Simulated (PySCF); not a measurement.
# BH₈OPSi₂: magnetic properties

One table from this session's results is given with a row withheld; the runs are named, their logs left out.

Computed with PySCF 2.14.0 and routines of our own; the level stands in each step. Atoms count from 0.

### The system as given

13 atoms, charge 0, multiplicity 1; geometry from: PBE0-D3(BJ)/def2-SVP.

The first run:

Job settings and geometry (Å):

```
{"job": {"kind": "mag", "xc": "B3LYP", "basis": "STO-3G"}, "charge": 0, "multiplicity": 1}
B      2.924902     0.270533     0.366768
P      1.240062     0.905671    -0.043788
Si     0.095985    -0.772912    -0.988312
O     -1.530108    -0.478274    -0.901109
Si    -2.710701     0.101682     0.117145
H      3.890444     0.982361     0.245284
H      3.015374    -0.819312     0.877447
H      1.373466     1.913428    -1.032667
H      0.434577    -0.943291    -2.427266
H      0.466814    -1.982236    -0.198110
H     -3.982093     0.176903    -0.653919
H     -2.337947     1.460411     0.611862
H     -2.881802    -0.815873     1.282931
```

Method: GIAO B3LYP/STO-3G magnetisability, rotational g tensor and spin-rotation constants, non-relativistic, gas phase.

The run is started by

```console
> OMP_NUM_THREADS=1 python excited_run.py task.json out
```

One launch serves the whole session: the jobs run in the order shown.

Steps of the session up to this table: Magnetic properties: GIAO B3LYP/STO-3G; Magnetic properties: GIAO B3LYP/IGLO-II; Magnetic properties: GIAO B3LYP/6-311+G(2d,p); Magnetic properties: GIAO B3LYP/6-31G.

One of the session's tables, all rows but one given; the rest of the session is left out.

```
                   level  gap (eV)
       GIAO B3LYP/STO-3G      5.91
      GIAO B3LYP/IGLO-II         ?
GIAO B3LYP/6-311+G(2d,p)      5.26
        GIAO B3LYP/6-31G      5.52
```

Q: Estimate the row for GIAO B3LYP/IGLO-II from the others.

**Answer.** gap (eV): 5.30. In the column «gap (eV)» it lies between GIAO B3LYP/6-311+G(2d,p) (5.26) and GIAO B3LYP/6-31G (5.52).

Caveats from the session: GIAO B3LYP/STO-3G has a minimal basis, so it is left out of the spread where two other levels stand. Vibrational averaging and real surroundings are missing from these values.
